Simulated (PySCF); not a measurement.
**The bond of BTe, level by level**

An exercise on one series of results from a longer session: the logs are not shown, and one member is left open.

Program: PySCF 2.14.0. Level of theory: B def2-SVPD, Te def2-SVPD with ECP28, scalar-relativistic core potentials. These are calculated values, not measurements.

The first run:

Settings of the job:

```yaml
atoms: B, Te
charge: 0
basis: B def2-SVPD, Te def2-SVPD with ECP28
Hamiltonian: scalar-relativistic core potentials
basis_functions: 55
electrons_treated: 29
masses_in_u: 11.0093, 129.9062
levels: PBE0, PBE, r²SCAN, BHandHLYP, PW91, B97-3, ωB97X, HF, MP2, SCS-MP2, CCSD, CCSD(T)
grid: 80 radial by 434 angular points
occupations: held fixed by the projection of orbital angular momentum
dissociation_limit: B + Te, each in its ground configuration
starting_distance_in_angstrom: 2.135
values_of_2S_to_try: 1, 3
```

Launch:

```sh
OMP_NUM_THREADS=1 python dia.py task.json out
```

Among the steps run: Input; PBE0 along the bond; Higher solutions at PBE0; PBE (GGA); r²SCAN (meta-GGA); BHandHLYP (global hybrid GGA); PW91 (GGA); B97-3 (global hybrid GGA); ωB97X; ROHF (mean field); Correlated methods on the Hartree–Fock reference.

One of the session's tables, all rows but one given; the rest of the session is left out.

Energy (eV) from each level's lowest point:

```
R (Å)   ROHF  ROHF-MP2  ROHF-SCS-MP2  ROHF-CCSD  ROHF-CCSD(T)
1.687  1.451     1.520         1.528        n/a           n/a
1.766  0.632     0.684         0.691      0.701         0.754
1.844  0.185     0.216         0.221      0.229         0.261
1.903  0.033     0.048         0.051      0.056         0.072
1.962  0.000     0.000         0.000      0.000         0.000
2.021      ?         ?             ?          ?             ?
2.099  0.239     0.221         0.210      0.186         0.148
2.197  0.569     0.568         0.543      0.482         0.423
2.315  1.034     1.101         1.049      0.916         0.842
```

**Question.** Estimate the row for R (Å) = 2.021.

Worked estimate for «ROHF». A straight line through the neighbours (1.962, 0.000) and (2.099, 0.239) gives 0.000 + (0.239 − 0.000) × (2.021 − 1.962) / (2.099 − 1.962) = 0.103; a parabola fitted to 4 rows on both sides gives 0.068.

**Answer.** ROHF: 0.059; ROHF-MP2: 0.047; ROHF-SCS-MP2: 0.043; ROHF-CCSD: 0.035; ROHF-CCSD(T): 0.019. In «ROHF» the line misses by +0.044 and the parabola by +0.009.
